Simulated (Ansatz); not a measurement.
**TaN: the crystal squeezed far**

Aim: compress TaN step by step, far beyond the usual range, and follow pressure and electronic structure. Methods of the runs shown: PAW. Its runs: volume scaled by 1 (PAW); volume scaled by 0.85 (PAW); volume scaled by 0.75 (PAW); volume scaled by 0.5 (PAW).

Method: DFT, r2SCAN, PAW with Ansatz's default frozen-core files, scalar-relativistic, in Ansatz 0.2.0.

1 further run of the same task is left out (set aside as unsound or not needed).

## Step 1: The structure to begin with

Symmetry: P-6m2, No. 187, hexagonal system. Conventional cell: a = 2.938 Å, b = 2.938 Å, c = 2.883 Å, α = 90.00°, β = 90.00°, γ = 120.00°. Ta (site symmetry -6m2) has 6 N at 2.23 Å as nearest neighbours. N (site symmetry -6m2) has 6 Ta at 2.23 Å as nearest neighbours.

As a file:

```cif
data_structure
_symmetry_space_group_name_H-M 'P 1'
_symmetry_Int_Tables_number 1
_cell_length_a 2.9380
_cell_length_b 2.9380
_cell_length_c 2.8830
_cell_angle_alpha 90.000
_cell_angle_beta 90.000
_cell_angle_gamma 120.000
_cell_volume 21.55
loop_
_atom_site_label
_atom_site_type_symbol
_atom_site_fract_x
_atom_site_fract_y
_atom_site_fract_z
_atom_site_occupancy
Ta1 Ta 0.33333 0.66667 0.50000 1
N1 N 0.00000 0.00000 0.00000 1
```

Whether this phase is the stable one at these pressures isn't tested.

Atoms are numbered in the order of the input: Ta1, N2.

## Step 2: Volume scaled by 1, PAW

Contents of input.yaml:

```yaml
crystal:
  lattice:
    - [2.938, 0.0, 0.0]
    - [-1.469, 2.5443826363, 0.0]
    - [0.0, 0.0, 2.883]
  atoms:
    - { symbol: Ta, position: [0.3333333333, 0.6666666667, 0.5] }
    - { symbol: "N", position: [0.0, 0.0, 0.0] }
kpoints:
  mp_grid: { grid: [11, 11, 10] }
  band_path:
    path:
      - [0.0, 0.0, 0.0]
      - [0.5, 0.0, 0.0]
      - [0.3333333333, 0.3333333333, 0.0]
      - [0.0, 0.0, 0.0]
      - [0.0, 0.0, 0.5]
      - [0.5, 0.0, 0.5]
      - [0.3333333333, 0.3333333333, 0.5]
      - [0.0, 0.0, 0.5]
      - [0.5, 0.0, 0.5]
    npoints: 6
scf:
  occupations: { method: fermi_dirac, width: 0.03 }
hamiltonian:
  xc: r2scan
  pseudopotentials: { kind: paw }
output:
  forces: true
  stress: true
  eigenvalues: true
  efg: { contact_densities: true }
  populations: true
```

Run with:

```sh
ansatz run input.yaml --threads 1 --pin off --max-ram 2048MiB --backend cpu --events-out ev --progress --plain --runs-dir out
```

The program printed, cut to the lines that bear on the results:

```text
Ta: output.efg is read without spin–orbit coupling, which moves field gradients at and beside such atoms by some per cent and up to a factor of two; PAW files take it under magnetization.noncollinear and magnetization.spin_orbit
[...]
Pseudopotentials: kind: paw
Pseudopotential: Ta, paw, valence charge 13, recommended cutoff 500 eV (meta_gga)
Pseudopotential: N, paw, valence charge 5, recommended cutoff 500 eV (meta_gga)
Functional definition: r2SCAN
[...]
Crystal: 2 atoms, lattice volume = 21.552 Å³
Basis set: ecut = 500 eV, 551 PW (Γ), exchange–correlation on 96×96×96 points (64 copies of the dense FFT grid, shifted against one another)
Bands: 13, of which v1, the nominal top of the filled ones, is band 9 counted from 1 (8 counted from 0)
Symmetry: 12 space group operations
Space group: P-6m2 (ITA 187), of the structure as read, at distance tolerance 2.8e-5 Å
k-points: 96 of 1210 (time reversal used)
[...]
SCF iter   1: F=—  HF=-10331.701933 eV  |F-HF|=—  |Δ(HF+E_count)|=         —  Δρ=1.10e-2  dr2=9.22e-3  dr2_τ=1.21e-1  ethr=1.77e-3  ⟨swp⟩=6.2  Hψ=7034  notcnv=0
[...]
SCF iter   7: F=-10331.804327 eV  HF=-10331.804327 eV  |F-HF|=2.21e-8  |Δ(HF+E_count)|=   1.13e-8  Δρ=1.36e-5  dr2=4.11e-8  dr2_τ=2.95e-9  ethr=5.56e-10  ⟨swp⟩=6.1  Hψ=6006  notcnv=0
[...]
NSCF: frozen V_eff on 49 k-points
SCF converged after 7 iterations
Free energy (F): -10331.804327 eV
[...]
E sigma→0 (E₀):  -10331.804261 eV
Entropy (-TS):   -0.000131 eV (-0.065 meV/atom)
Fermi energy:    20.275992 eV
[...]
--- Forces (eV/Å), atoms counted from 1 ---
  atom   1  Ta     0.00000000     0.00000000     0.00000000
  atom   2  N      0.00000000     0.00000000     0.00000000
[...]
--- Stress (GPa, compression-positive) ---
       -0.439337       0.000000       0.000000
       -0.000000      -0.439337       0.000000
        0.000000       0.000000       0.147276
  P = ⅓ Tr σ = -0.2438 GPa (-2.438 kbar)
--- PAW observables at the nuclei: V_zz in 10²¹ V/m², potentials from the cell's mean, atoms counted from 1 ---
  atom   1  Ta V_zz =    +4.280484   η = 0.0000   by run symmetry: allowed
            electrostatic potential = -14501.073081 V   contact ρ = 8150668.616684 e/Å³
  atom   2  N  V_zz =    +0.093352   η = 0.0000   by run symmetry: allowed
            electrostatic potential = -529.345258 V   contact ρ = 1410.644163 e/Å³
--- Band table (eV; the first three rows and the last of 96) ---
  k-point 0: bands = ["-50.1990", "-15.8672", "-15.6077", "-15.6077", "1.4273", "15.3815", "15.3815", "15.8232", "17.0497", "22.6668", "23.9453", "23.9453", "24.4580"]
[...]
--- Löwdin populations: 2 sites ---
  site symbol       q [e]
     0     Ta     12.1835
     1      N      5.7262
  spilling = 0.005018 (of n_electrons = 18.000000)
```

Wall time 8.7 s (1 thread of Arm Neoverse V2, shared host); peak memory 0.41 GiB.

In short: pressure -0.24 GPa; no gap; Vzz Ta1 4.28 (η = 0.00), N2 0.09 (η = 0.00) (10²¹ V/m²).

At the corners of the path (eV, zero at the Fermi level):

```tsv
point	band 6	band 7	band 8	band 9	band 10	band 11	band 12
Γ	-4.89	-4.89	-4.45	-3.23	2.39	3.67	3.67
M	-8.67	-5.51	-3.67	-3.48	3.17	4.07	5.39
K	-7.91	-6.05	-5.49	-0.04	1.20	1.52	2.65
Γ	-4.89	-4.89	-4.45	-3.23	2.39	3.67	3.67
A	-9.76	-4.03	-4.03	-0.14	-0.14	2.29	3.54
L	-7.69	-6.53	-6.00	-0.58	4.39	5.43	6.05
H	-8.55	-6.92	-4.23	-0.60	4.66	5.05	6.91
A	-9.76	-4.03	-4.03	-0.14	-0.14	2.29	3.54
L	-7.69	-6.53	-6.00	-0.58	4.39	5.43	6.05
```

## Step 3: Volume scaled by 0.85, PAW

input.yaml: that of step 2 with these lines changed.

```diff
@@ -2,5 +2,5 @@
   lattice:
-    - [2.938, 0.0, 0.0]
-    - [-1.469, 2.5443826363, 0.0]
-    - [0.0, 0.0, 2.883]
+    - [2.7830740808, 0.0, 0.0]
+    - [-1.3915370404, 2.4102128546, 0.0]
+    - [0.0, 0.0, 2.7309743278]
   atoms:
```

Run with:

```sh
ansatz run input.yaml --threads 1 --pin off --max-ram 2048MiB --backend cpu --events-out ev --progress --plain --runs-dir out
```

The program printed, cut to the lines that bear on the results:

```text
Ta: output.efg is read without spin–orbit coupling, which moves field gradients at and beside such atoms by some per cent and up to a factor of two; PAW files take it under magnetization.noncollinear and magnetization.spin_orbit
[...]
[... 4 set-up lines as earlier in the session ...]
[...]
Crystal: 2 atoms, lattice volume = 18.319 Å³
Basis set: ecut = 500 eV, 441 PW (Γ), exchange–correlation on 96×96×80 points (64 copies of the dense FFT grid, shifted against one another)
Bands: 13, of which v1, the nominal top of the filled ones, is band 9 counted from 1 (8 counted from 0)
[... 1 set-up line as earlier in the session ...]
Space group: P-6m2 (ITA 187), of the structure as read, at distance tolerance 2.6e-5 Å
[...]
--- Stress (GPa, compression-positive) ---
       78.986100       0.000000       0.000000
        0.000000      78.986100       0.000000
        0.000000       0.000000      89.099086
  P = ⅓ Tr σ = 82.3571 GPa (823.571 kbar)
--- PAW observables at the nuclei: V_zz in 10²¹ V/m², potentials from the cell's mean, atoms counted from 1 ---
  atom   1  Ta V_zz =    +1.500001   η = 0.0000   by run symmetry: allowed
            electrostatic potential = -14507.148922 V   contact ρ = 8150705.647915 e/Å³
  atom   2  N  V_zz =    -0.168523   η = 0.0000   by run symmetry: allowed
            electrostatic potential = -534.502134 V   contact ρ = 1410.331201 e/Å³
--- Band table (eV; the first three rows and the last of 96) ---
  k-point 0: bands = ["-45.8988", "-11.5294", "-11.1574", "-11.1574", "4.0514", "18.4591", "18.4591", "18.8644", "20.7650", "27.7974", "28.6547", "28.6547", "29.3455"]
[...]
--- Löwdin populations: 2 sites ---
  site symbol       q [e]
     0     Ta     12.2627
     1      N      5.6604
  spilling = 0.004274 (of n_electrons = 18.000000)
```

Run time: 7.9 s. Hardware: 1 thread of Arm Neoverse V2, shared host; peak memory 0.39 GiB.

This run gives: pressure 82.36 GPa; no gap; Vzz Ta1 1.50 (η = 0.00), N2 -0.17 (η = 0.00) (10²¹ V/m²).

## Step 4: Volume scaled by 0.75, PAW

input.yaml: that of step 3 with these lines changed.

```diff
@@ -2,5 +2,5 @@
   lattice:
-    - [2.7830740808, 0.0, 0.0]
-    - [-1.3915370404, 2.4102128546, 0.0]
-    - [0.0, 0.0, 2.7309743278]
+    - [2.6693501509, 0.0, 0.0]
+    - [-1.3346750754, 2.3117250422, 0.0]
+    - [0.0, 0.0, 2.6193793346]
   atoms:
```

Run with:

```sh
ansatz run input.yaml --threads 1 --pin off --max-ram 2048MiB --backend cpu --events-out ev --progress --plain --runs-dir out
```

The program printed, cut to the lines that bear on the results:

```text
Ta: output.efg is read without spin–orbit coupling, which moves field gradients at and beside such atoms by some per cent and up to a factor of two; PAW files take it under magnetization.noncollinear and magnetization.spin_orbit
[...]
[... 4 set-up lines as earlier in the session ...]
[...]
Crystal: 2 atoms, lattice volume = 16.164 Å³
Basis set: ecut = 500 eV, 405 PW (Γ), exchange–correlation on 80×80×80 points (64 copies of the dense FFT grid, shifted against one another)
Bands: 13, of which v1, the nominal top of the filled ones, is band 9 counted from 1 (8 counted from 0)
[... 1 set-up line as earlier in the session ...]
Space group: P-6m2 (ITA 187), of the structure as read, at distance tolerance 2.5e-5 Å
[...]
--- Stress (GPa, compression-positive) ---
      181.170002       0.000000       0.000000
       -0.000000     181.170002       0.000000
        0.000000       0.000000     203.128609
  P = ⅓ Tr σ = 188.4895 GPa (1884.895 kbar)
--- PAW observables at the nuclei: V_zz in 10²¹ V/m², potentials from the cell's mean, atoms counted from 1 ---
  atom   1  Ta V_zz =    -3.570119   η = 0.0000   by run symmetry: allowed
            electrostatic potential = -14512.468487 V   contact ρ = 8150741.261280 e/Å³
  atom   2  N  V_zz =    -0.280003   η = 0.0000   by run symmetry: allowed
            electrostatic potential = -539.028722 V   contact ρ = 1410.489978 e/Å³
--- Band table (eV; the first three rows and the last of 96) ---
  k-point 0: bands = ["-42.3185", "-7.8697", "-7.3559", "-7.3559", "6.4542", "21.1157", "21.1157", "21.4448", "24.0919", "32.0829", "32.7284", "32.7284", "33.5729"]
[...]
--- Löwdin populations: 2 sites ---
  site symbol       q [e]
     0     Ta     12.3331
     1      N      5.5992
  spilling = 0.003762 (of n_electrons = 18.000000)
```

Wall time 7.4 s (1 thread of Arm Neoverse V2, shared host); peak memory 0.38 GiB.

Result: pressure 188.49 GPa; no gap; Vzz Ta1 -3.57 (η = 0.00), N2 -0.28 (η = 0.00) (10²¹ V/m²).

## Step 5: Volume scaled by 0.5, PAW

input.yaml: that of step 4 with these lines changed.

```diff
@@ -2,5 +2,5 @@
   lattice:
-    - [2.6693501509, 0.0, 0.0]
-    - [-1.3346750754, 2.3117250422, 0.0]
-    - [0.0, 0.0, 2.6193793346]
+    - [2.3318921453, 0.0, 0.0]
+    - [-1.1659460727, 2.0194778367, 0.0]
+    - [0.0, 0.0, 2.2882386164]
   atoms:
```

Run with:

```sh
ansatz run input.yaml --threads 1 --pin off --max-ram 2048MiB --backend cpu --events-out ev --progress --plain --runs-dir out
```

The program printed, cut to the lines that bear on the results:

```text
Ta: output.efg is read without spin–orbit coupling, which moves field gradients at and beside such atoms by some per cent and up to a factor of two; PAW files take it under magnetization.noncollinear and magnetization.spin_orbit
[...]
[... 4 set-up lines as earlier in the session ...]
[...]
Crystal: 2 atoms, lattice volume = 10.776 Å³
Basis set: ecut = 500 eV, 267 PW (Γ), exchange–correlation on 72×72×72 points (64 copies of the dense FFT grid, shifted against one another)
Bands: 13, of which v1, the nominal top of the filled ones, is band 9 counted from 1 (8 counted from 0)
[... 1 set-up line as earlier in the session ...]
Space group: P-6m2 (ITA 187), of the structure as read, at distance tolerance 2.2e-5 Å
[...]
--- Stress (GPa, compression-positive) ---
      973.718766      -0.000000      -0.000000
       -0.000000     973.718766       0.000000
       -0.000000       0.000000    1092.707063
  P = ⅓ Tr σ = 1013.3815 GPa (10133.815 kbar)
--- PAW observables at the nuclei: V_zz in 10²¹ V/m², potentials from the cell's mean, atoms counted from 1 ---
  atom   1  Ta V_zz =   -46.785683   η = 0.0000   by run symmetry: allowed
            electrostatic potential = -14534.101314 V   contact ρ = 8150917.742160 e/Å³
  atom   2  N  V_zz =    +0.047064   η = 0.0000   by run symmetry: allowed
            electrostatic potential = -557.388867 V   contact ρ = 1413.446058 e/Å³
--- Band table (eV; the first three rows and the last of 96) ---
  k-point 0: bands = ["-29.6231", "5.9165", "7.4249", "7.4249", "17.6976", "31.5372", "31.7366", "31.7366", "38.5178", "47.8413", "49.1305", "49.1305", "50.5506"]
[...]
--- Löwdin populations: 2 sites ---
  site symbol       q [e]
     0     Ta     12.5763
     1      N      5.3625
  spilling = 0.003402 (of n_electrons = 18.000000)
```

It took 6.2 s on 1 thread of Arm Neoverse V2, shared host; peak memory 0.39 GiB.

Read from it: pressure 1013.38 GPa; no gap; Vzz Ta1 -46.8 (η = 0.00), N2 0.05 (η = 0.00) (10²¹ V/m²).

At the corners of the path (eV, zero at the Fermi level):

```tsv
point	band 6	band 7	band 8	band 9	band 10	band 11	band 12
Γ	-11.04	-10.84	-10.84	-4.06	5.26	6.55	6.55
M	-13.03	-11.95	-8.92	-5.30	4.92	7.98	8.69
K	-13.50	-11.91	-8.60	-1.85	-0.48	1.35	3.75
Γ	-11.04	-10.84	-10.84	-4.06	5.26	6.55	6.55
A	-14.87	-9.05	-9.05	-2.72	-2.72	2.91	3.71
L	-14.30	-13.30	-9.31	2.81	9.62	11.45	13.61
H	-18.84	-9.38	-3.89	-0.45	10.26	12.16	13.26
A	-14.87	-9.05	-9.05	-2.72	-2.72	2.91	3.71
L	-14.30	-13.30	-9.31	2.81	9.62	11.45	13.61
```

## Step 6: All runs together

| method | volume over the first | volume (Å³/atom) | pressure (GPa) | SCF cycles, all passes | time |
| --- | --- | --- | --- | --- | --- |
| PAW | 1 | 10.776 | -0.24 | 7 | 8.7 s |
| PAW | 0.85 | 9.159 | 82.36 | 7 | 7.9 s |
| PAW | 0.75 | 8.082 | 188.49 | 7 | 7.4 s |
| PAW | 0.5 | 5.388 | 1013.38 | 7 | 6.2 s |

## Step 7: Summary of results

| quantity | value |
| --- | --- |
| PAW pressure at 0.5 of the volume | 1013.4 GPa |
| fitted bulk modulus at zero pressure (PAW) | 371 GPa |
| its pressure derivative | 3.95 |

At 0.5 of the starting volume PAW gives 1013 GPa. One third-order Birch-Murnaghan curve follows these points (B₀ = 371 GPa, B′ = 3.95, misfit at most 0.59 GPa). A fit over so wide a range leans to the high pressures, so B₀ can be off by several per cent. No all-electron run checks these rows here, and frozen cores can fail under such compression. The ions are at rest, and the electrons smeared by 0.03 eV. Spin-orbit coupling is left out, though the cell holds Ta; in elements this heavy it can shift bands and gaps by tenths of an eV.
